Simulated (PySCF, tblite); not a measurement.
# C5H7PS: geometry, infrared bands and NMR shifts

Wanted: the infrared bands and NMR shifts of C5H7PS (`S=[PH]1C=CCC=C1`), by calculation.

Programs: tblite 0.8.0 and PySCF 2.14.0, with density-fitted response routines of our own. Each step states its level of theory. These are calculated values for one molecule in the gas phase, unless marked as measured. Atoms are numbered from 0 throughout.

## Step 1: Starting geometry

14 atoms, charge 0, multiplicity 1; geometry from: force field or distance geometry start.

Bonds of the start (Å): S0–P1 1.96, P1–C2 1.76, C2–C3 1.35, C3–C4 1.49, C4–C5 1.50, C5–C6 1.35, C6–P1 1.76, P1–H7 1.43, C2–H8 1.08, C3–H9 1.10, C4–H10 1.10, C4–H11 1.09, C5–H12 1.09, C6–H13 1.08.

## Step 2: Geometry optimisation with GFN2-xTB

The job: settings as JSON, then the geometry in Å.

```
{"job": {"kind": "relax", "xc": "GFN2-xTB", "basis": "xTB"}, "charge": 0, "multiplicity": 1}
S      3.333100     0.141500    -0.693700
P      1.633400     0.264900     0.269500
C      0.700200    -1.216100     0.487200
C     -0.625900    -1.321500     0.234900
C     -1.534300    -0.240600    -0.240800
C     -0.888700     1.091800    -0.496500
C      0.414300     1.388100    -0.310900
H      1.970300     0.696500     1.586300
H      1.234900    -2.093400     0.828800
H     -1.101900    -2.297600     0.408100
H     -2.001900    -0.574900    -1.184400
H     -2.341700    -0.105200     0.485100
H     -1.548100     1.875800    -0.856300
H      0.755600     2.390300    -0.539600
```

Command:

```
$ OMP_NUM_THREADS=1 python probes_run.py task.json out
```

This one command runs all jobs of the session in turn.

**Question.** This job is followed by: GFN2-xTB harmonic vibrations, gas phase; GIAO PBE0/pcSseg-1 NMR shielding, non-relativistic, gas phase. Predict these results of the whole session: strongest single infrared mode (GFN2-xTB); zero-point energy (GFN2-xTB); 13C shifts against TMS (PBE0/pcSseg-1, means over atoms taken as alike); 1H shifts against TMS (PBE0/pcSseg-1, means over atoms taken as alike); 33S shifts against CS2 (PBE0/pcSseg-1); 31P shifts against H3PO4 (PBE0/pcSseg-1).

The runs gave:

```
                                                               quantity                             value
                              strongest single infrared mode (GFN2-xTB)              876 cm⁻¹, 235 km/mol
                                           zero-point energy (GFN2-xTB)                     64.3 kcal/mol
13C shifts against TMS (PBE0/pcSseg-1, means over atoms taken as alike)            145.7, 129.6, 34.1 ppm
 1H shifts against TMS (PBE0/pcSseg-1, means over atoms taken as alike)  8.14, 6.64, 6.27, 3.03, 2.99 ppm
                                 33S shifts against CS2 (PBE0/pcSseg-1)                          -217 ppm
                               31P shifts against H3PO4 (PBE0/pcSseg-1)                         -47.5 ppm
```

In words: Over 33 steps the energy fell by 0.159 eV; of the close pairs, P1–C6 changed most, 1.756 to 1.798 Å. No mode is imaginary among the 36: a minimum at this level. The strongest single mode, at 876 cm⁻¹, moves mainly H7. Unscaled tight-binding wavenumbers are off by several per cent, some by more. Its intensities can rank the bands wrongly.
